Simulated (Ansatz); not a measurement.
Task: the interaction energy of a dimer with the counterpoise correction of BH3O2, SMILES OBO, with Ansatz 0.2.0 through its Python package. Give the script and its output. Use (for the species named): Hartree-Fock, cc-pVDZ basis, multiplicity 1.

```
atom    x (Å)    y (Å)    z (Å)
   O  -1.0025  -0.7405  -0.5367
   B   0.2835  -0.1621  -0.3177
   O   0.8388  -0.2034   1.0066
   H  -1.5833   0.0843  -0.4054
   H   0.9052   0.2919  -1.2326
   H   0.6004   0.6657   1.4396
```

The script, `bh3o2.py`:
```python
"""Binding of a BH3O2 dimer at a trial geometry."""

import ansatz as az

FIRST = [
    ("O", (-1.0095, -0.7298, -0.529)),
    ("B", (0.2765, -0.1514, -0.31)),
    ("O", (0.8318, -0.1927, 1.0143)),
    ("H", (-1.5903, 0.095, -0.3977)),
    ("H", (0.8982, 0.3026, -1.2249)),
    ("H", (0.5934, 0.6764, 1.4473)),
]
SECOND = [
    ("O", (0.5387, 2.8259, -1.8951)),
    ("B", (-0.6228, 3.6492, -1.7975)),
    ("O", (-0.7084, 4.5907, -0.7158)),
    ("H", (0.212, 2.0113, -1.3808)),
    ("H", (-1.4747, 3.5934, -2.6346)),
    ("H", (-1.2196, 4.1365, 0.0136)),
]

def energy(atoms, ghosts=()):
    molecule = az.Crystal.molecule()
    for symbol, xyz in atoms:
        molecule = molecule.atom(symbol, xyz)
    calc = (
        molecule.calculation()
        .basis(gaussian="cc-pVDZ")
        .functional("HF")
    )
    deck = calc.input()
    if ghosts:
        deck = deck.set(az.key.basis.gaussian.ghost_atoms, [{"symbol": s, "position_ang": list(xyz)} for s, xyz in ghosts])
    return az.Session.from_dict(deck).plan().execute().report["free_energy_ev"]

# ghost atoms carry the functions of the partner
both = energy(FIRST + SECOND)
alone = energy(FIRST) + energy(SECOND)
ghosted = energy(FIRST, SECOND) + energy(SECOND, FIRST)
print(f"dimer {both:.6f} eV")
print(f"interaction, uncorrected   {(both - alone):8.3f} eV")
print(f"interaction, counterpoise  {(both - ghosted):8.3f} eV")
print(f"basis-set superposition    {(alone - ghosted):8.3f} eV")
```

Output of `python bh3o2.py`:
```text
dimer -9590.190623 eV
interaction, uncorrected      0.250 eV
interaction, counterpoise     0.288 eV
basis-set superposition       0.037 eV
```

Uncorrected it is 0.250 eV, with the counterpoise correction 0.288 eV; the difference, 0.038 eV, is the superposition error. In this basis both values are repulsive.

Notes:
- Total energies depend on the basis set; only differences at equal settings carry meaning.
- The dimer is a generated trial pose of unrelaxed monomers, not a minimum, so the figure is no binding energy, and the basis set is small.
- Hartree-Fock leaves correlation out, so bond, atomisation and ionisation energies come out well too low.
- This level lacks the dispersion part of the attraction (electrostatics and induction are there), which can decide the sign where the interaction is weak.
- Timing: 2.9 s on 1 thread of Arm Neoverse V1, on a shared host, peak memory 0.25 GiB.
